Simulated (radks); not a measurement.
# Spin polarisation of the 4f shell in Pr²⁺

One table from this session's results is given with a row withheld; the runs are named, their logs left out.

The numbers are computed with radks (a radial shooting solver on a logarithmic mesh, Libxc functionals) version 1 (scalar-relativistic Kohn-Sham, r2SCAN, spin-polarised, spherical densities, finite nucleus), except any that are marked as measured or tabulated.

## What is computed

```
element            : praseodymium (Z = 59)
charge             : +2
electrons          : 57
configuration      : [Xe] 4f(up 1.5, down 1.5)
nuclear rms radius : 4.8919 fm
```

A shell typed twice in an input gives spin up, then spin down.

The first run:

Input:

```text
Z 59
configuration [Xe] 4f1.5 4f1.5
relativity scalar-relativistic
functional r2scan,r2scan
spin polarised
nucleus finite rms 4.8919 fm
c 137.035999084
```

Among the steps run: No moment.

One of the session's tables, all rows but one given; the rest of the session is left out.

It belongs to the step «No moment». Sizes of the orbitals, from the radial functions (bohr):

```
level     <r>  outermost maximum (interpolated)  90 % within  nodes
   3p  0.2701                             0.244        0.404      1
   3d  0.2475                             0.201        0.386      0
   4s  0.6229                             0.579        0.894      3
   4p  0.6596                             0.604        0.959      2
   4d  0.7279                             0.636         1.09      1
   5s   1.514                              1.36         2.18      4
   5p   1.749                              1.53         2.55      3
   4f       ?                                 ?            ?      ?
```

**Question.** Estimate the row for 4f.

As computed: <r>: 1.141; outermost maximum (interpolated): 0.691; 90 % within: 2.02; nodes: 0. In the column «<r>» it lies between 4d (0.7279) and 5s (1.514).
